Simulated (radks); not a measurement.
# Valence configurations of Mg

NIST gives [Ne] 3s2 as the ground configuration of Mg. Does this level of theory agree? Several fillings of the valence shells are run.

The numbers are computed with radks (a radial shooting solver on a logarithmic mesh, Libxc functionals) version 1 (non-relativistic Kohn-Sham, PBE, spin-polarised, spherical densities, point nucleus; open shells are filled with parallel spins first), except any that are marked as measured or tabulated.

### 1 The atom as given

- element: magnesium (Z = 12)
- charge: 0
- electrons: 12
- configuration: [Ne] 3s2
- others tried: 3p2; 3s1 3p1; 3s1.5 3p0.5

The outer shells:

Mg
```
[Ne] core
3s [↑↓]
```

### 2 [Ne] 3s2

Input:

```text
Z 12
configuration [Ne] 3s2
relativity non-relativistic
functional pbe,pbe
spin polarised
nucleus point
```

### 3 [Ne] 3p2

Input:

```text
Z 12
configuration [Ne] 3p2
relativity non-relativistic
functional pbe,pbe
spin polarised
nucleus point
```

### 4 [Ne] 3s1 3p1

Input:

```text
Z 12
configuration [Ne] 3s1 3p1
relativity non-relativistic
functional pbe,pbe
spin polarised
nucleus point
```

### 5 [Ne] 3s1.5 3p0.5

Input:

```text
Z 12
configuration [Ne] 3s1.5 3p0.5
relativity non-relativistic
functional pbe,pbe
spin polarised
nucleus point
```

What does the calculation give? Wanted: for each run, valence; E − E(NIST configuration); moment; highest level; its energy; 1s shift.

The runs gave:

| valence | E − E(NIST configuration) (eV) | moment (μB) | highest level | its energy (eV) | 1s shift (eV) |
| --- | --- | --- | --- | --- | --- |
| 3s2 | 0.000 | 0 | 3s | -4.699 | +0.00 |
| 3s1.5 3p0.5 | 1.515 | 1 | 3p up | -1.997 | -0.99 |
| 3s1 3p1 | 2.708 | 2 | 3p up | -2.438 | -1.73 |
| 3p2 | 6.446 | 2 | 3p up | -3.033 | -3.62 |

What this shows: Theory agrees with NIST among these: the next, 3s1.5 3p0.5, lies 1.515 eV higher. The energies are those of spherical high-spin densities, not of single terms. The 1s eigenvalue shifts by up to 3.62 eV as the valence charge is rearranged.
